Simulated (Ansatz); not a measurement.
**BF₂HO: geometry and frequencies at several levels**

One table from this session's results is given with a row withheld; the runs are named, their logs left out.

Computed with Ansatz 0.2.0 (the levels named in each step, unless a step's input says otherwise).

## Starting point

Bond lengths: O1–B2 1.319 Å, B2–F3 1.314 Å, B2–F4 1.328 Å, O1–H5 0.958 Å. Angles: O1–B2–F3 121.0°, O1–B2–F4 123.1°, F3–B2–F4 115.9°, B2–O1–H5 117.6°.

Structure file:

```xyz
5

O     1.2883   -0.4812    0.0427
B     0.0504   -0.0281    0.0014
F    -0.9702   -0.8523   -0.0703
F    -0.2493    1.2649    0.0285
H     1.9952    0.1626    0.0952
```

The first run:

The input, input.yaml:

```yaml
crystal:
  periodic: [false, false, false]
  atoms:
    - { symbol: O, position_ang: [1.29868884, -0.50241187, 0.04276954] }
    - { symbol: B, position_ang: [0.04159496, -0.02441152, 0.00116916] }
    - { symbol: F, position_ang: [-0.96919586, -0.86574163, -0.07080408] }
    - { symbol: F, position_ang: [-0.22322349, 1.27592439, 0.03007118] }
    - { symbol: H, position_ang: [1.96656555, 0.18249063, 0.0943342] }
basis:
  gaussian: { orbitals: def2-TZVPP }
hamiltonian:
  xc: pbe0
  dispersion: d4
phonons: {}
```

On the command line:

```
ansatz run input.yaml --threads 2 --pin off --max-ram 5120MiB --backend cpu --events-out ev --progress --plain --runs-dir out
```

Steps of the session up to this table: Frequencies, PBE0-D4/def2-TZVPP; Relaxation, PBE-D4/def2-TZVPP; Frequencies, PBE-D4/def2-TZVPP; Relaxation, r2SCAN-D4/def2-TZVPP; Frequencies, r2SCAN-D4/def2-TZVPP; Relaxation, B3LYP-D4/def2-TZVPP; Frequencies, B3LYP-D4/def2-TZVPP; Relaxation, B2PLYP/def2-TZVPP.

One table of the session follows, with a row left open; its other results are not shown here.

```
               level  O1–B2 (Å)  B2–F3 (Å)  B2–F4 (Å)  dipole (D)  highest frequency (cm⁻¹)
  PBE0-D4/def2-TZVPP     1.3455     1.3171     1.3273        1.98                      3922
   PBE-D4/def2-TZVPP          ?          ?          ?           ?                         ?
r2SCAN-D4/def2-TZVPP     1.3490     1.3201     1.3307        1.97                      3866
 B3LYP-D4/def2-TZVPP     1.3484     1.3218     1.3322        2.01                      3868
   B2PLYP/def2-TZVPP     1.3496     1.3208     1.3310        1.99                         -
```

Estimate the missing values for PBE-D4/def2-TZVPP.

**Answer.** O1–B2 (Å): 1.3582; B2–F3 (Å): 1.3311; B2–F4 (Å): 1.3420; dipole (D): 1.96; highest frequency (cm⁻¹): 3763. In the column «O1–B2 (Å)» it is the highest.
